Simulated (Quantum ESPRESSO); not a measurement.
Set up this calculation in Quantum ESPRESSO 7.5, as the native input.

| Quantity | Value |
| --- | --- |
| Task | single point |
| Functional | PBEsol |
| Potentials or basis | GBRV 1.5 PBEsol |
| Cutoff | 762 eV |
| Density cutoff | 6123 eV |
| k mesh | 32 × 32 × 32 |
| Occupations | methfessel-paxton, width 0.2 eV |
| Spin | no spin polarisation |
| Mixing beta | 0.5 |
| Most SCF iterations | 120 |
| SCF threshold | 2e-10 Ry |
| Tstress | yes |
| Forc conv thr | 0.0001 Ry/bohr |

Au:

```
Au
1.0
     0.00000    2.06169    2.04128
     2.04128    0.00000    2.04128
     2.04128    2.06169    0.00000
Au
1
Direct
  0.00000 0.00000 0.00000
```

The cell was built by a generator and needn't be a form met in nature.

The input as run:

pw.in

```
&CONTROL
  calculation = 'scf'
  prefix = 'pwscf'
  outdir = './tmp'
  pseudo_dir = './pseudo'
  tprnfor = .true.
  tstress = .true.
  disk_io = 'nowf'
  forc_conv_thr = 0.0001
/
&SYSTEM
  ibrav = 0
  nat = 1
  ntyp = 1
  ecutwfc = 56
  ecutrho = 450
  nbnd = 11
  occupations = 'smearing'
  smearing = 'mp'
  degauss = 0.01469973
/
&ELECTRONS
  conv_thr = 2d-10
  electron_maxstep = 120
  mixing_beta = 0.5
/
ATOMIC_SPECIES
Au   196.9666 au_pbesol_v1.uspp.F.UPF
CELL_PARAMETERS angstrom
   0.0000000000    2.0616938100    2.0412810000
   2.0412810000    0.0000000000    2.0412810000
   2.0412810000    2.0616938100    0.0000000000
ATOMIC_POSITIONS crystal
Au     0.0000000000    0.0000000000    0.0000000000
K_POINTS automatic
32 32 32 0 0 0
```

Potentials or basis: GBRV 1.5 PBEsol.

Command:

```sh
$ OMP_NUM_THREADS=1 mpirun -n 4 pw.x -nk 4 -in pw.in > pw.out
```

It gave:

```json
{
  "Pressure": "-2.1 GPa",
  "Band gap on the k mesh": "none (metal or under the smearing width)"
}
```

Run time: 50 s on 4 MPI ranks on Intel(R) Xeon(R) 6975P-C (Granite Rapids) (shared host), peak memory 0.68 GiB a rank.
